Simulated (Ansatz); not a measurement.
# SiC (3C silicon carbide): the cost of one run

Computed with Ansatz 0.2.0 (DFT LDA, scalar-relativistic, plane waves, PAW, unless a step's input says otherwise).

## (1) The structure to begin with

It takes space group F-43m (No. 216, cubic). The conventional cell has a = 4.360 Å, b = 4.360 Å, c = 4.360 Å, α = 90.00°, β = 90.00°, γ = 90.00°. Around Si (site symmetry -43m) lie 4 C at 1.89 Å. Around C (site symmetry -43m) lie 4 Si at 1.89 Å.

Structure file:

```cif
data_structure
_symmetry_space_group_name_H-M 'P 1'
_symmetry_Int_Tables_number 1
_cell_length_a 4.3600
_cell_length_b 4.3600
_cell_length_c 4.3600
_cell_angle_alpha 90.000
_cell_angle_beta 90.000
_cell_angle_gamma 90.000
_cell_volume 82.88
loop_
_atom_site_label
_atom_site_type_symbol
_atom_site_fract_x
_atom_site_fract_y
_atom_site_fract_z
_atom_site_occupancy
Si1 Si 0.00000 0.00000 0.00000 1
Si2 Si 0.00000 0.50000 0.50000 1
Si3 Si 0.50000 0.00000 0.50000 1
Si4 Si 0.50000 0.50000 0.00000 1
C1 C 0.25000 0.25000 0.25000 1
C2 C 0.25000 0.75000 0.75000 1
C3 C 0.75000 0.25000 0.75000 1
C4 C 0.75000 0.75000 0.25000 1
```

## (2) Relaxing cell and atoms: SiC (3C silicon carbide), no spin

The input, input.yaml:

```yaml
crystal:
  lattice:
    - [4.36, 0.0, 0.0]
    - [0.0, 4.36, 0.0]
    - [0.0, 0.0, 4.36]
  atoms:
    - { symbol: Si, position: [0.0, 0.0, 0.0] }
    - { symbol: Si, position: [0.0, 0.5, 0.5] }
    - { symbol: Si, position: [0.5, 0.0, 0.5] }
    - { symbol: Si, position: [0.5, 0.5, 0.0] }
    - { symbol: C, position: [0.25, 0.25, 0.25] }
    - { symbol: C, position: [0.25, 0.75, 0.75] }
    - { symbol: C, position: [0.75, 0.25, 0.75] }
    - { symbol: C, position: [0.75, 0.75, 0.25] }
scf:
  occupations: { method: fixed }
output:
  forces: true
  stress: true
  eigenvalues: true
  write_density: true
  write_potential: true
  elf: true
  volumetric_format: npy
hamiltonian:
  xc: lda
kpoints:
  mp_grid: { grid: [6, 6, 6] }
basis:
  ecutwfc: 500
relax:
  f_tol: 0.002
  max_steps: 60
  cell: { stress_tol: 0.05 }
```

Launch:

```sh
ansatz run input.yaml --threads 8 --pin off --max-ram 20480MiB --backend cpu --events-out ev --progress --plain --runs-dir out
```

Q: Estimate wall time and peak memory on 8 threads of Arm Neoverse V1, shared host.

About 3.4 s, with a peak of 0.36 GiB.
